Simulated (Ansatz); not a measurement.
# NiO: the cost of one run

Program: Ansatz 0.2.0. Level of theory: DFT PBEsol+U (U_eff = 1 eV on Ni d), plane waves, PAW. These are calculated values, not measurements.

## (1) The starting structure

The structure is cubic, space group Fm-3m (No. 225). Conventional cell: a = 4.183 Å, b = 4.183 Å, c = 4.183 Å, α = 90.00°, β = 90.00°, γ = 90.00°. Ni (site symmetry m-3m) has 6 O at 2.09 Å as nearest neighbours. O (site symmetry m-3m) is surrounded by 6 Ni at 2.09 Å.

As a file:

```
Ni O
1.0
     0.00000    2.09131    2.09131
     4.18262    2.09131    2.09131
     4.18262    4.18262    0.00000
Ni O
2 2
Direct
  0.00000 0.00000 0.00000
  0.00000 0.00000 0.50000
  0.50000 0.50000 0.00000
  0.50000 0.50000 0.50000
```

An earlier series on this cell reached its lowest free state from «ferromagnetic start, free, natural orbitals of the symmetric run filled by rank», perhaps among other starts.

## (2) Ferrimagnetic site moments held at first, then free

File input.yaml:

```yaml
crystal:
  lattice:
    - [0.0, 2.09130951, 2.09130951]
    - [4.18261902, 2.09130951, 2.09130951]
    - [4.18261902, 4.18261902, 0.0]
  atoms:
    - { symbol: Ni, position: [0.0, 0.0, 0.0], spin: 1.55 }
    - { symbol: O, position: [0.5, 0.5, 0.0] }
    - { symbol: Ni, position: [0.0, 0.0, 0.5], spin: -0.62 }
    - { symbol: O, position: [0.5, 0.5, 0.5] }
basis:
  ecutwfc: 420
  ecutrho_ratio: 4
kpoints:
  mp_grid: { grid: [8, 8, 8] }
hamiltonian:
  xc: pbesol
  hubbard:
    sites: [{ site: 0, l: d, u_eff: 1.0 }, { site: 2, l: d, u_eff: 1.0 }]
scf:
  occupations: { method: gaussian, width: 0.05 }
  lower_state_search: "off"
  max_iter: 150
output:
  forces: true
  stress: true
  eigenvalues: true
  populations: true
  hubbard: { sites: [{ site: 0, l: d }, { site: 2, l: d }] }
magnetization:
  spin_polarized: true
  spin_locking: { lock_spins: true, n_iters: 12 }
```

The lock is temporary (n_iters 12) and is released on the way.

The run is started by

```console
$ ansatz run input.yaml --threads 2 --pin off --max-ram 3072MiB --backend cpu --events-out ev --progress --plain --runs-dir out
```

**Question.** How long does this run take on 2 threads of Arm Neoverse N1, shared host, and how much memory does it need?

About 28 s, with a peak of 0.49 GiB.
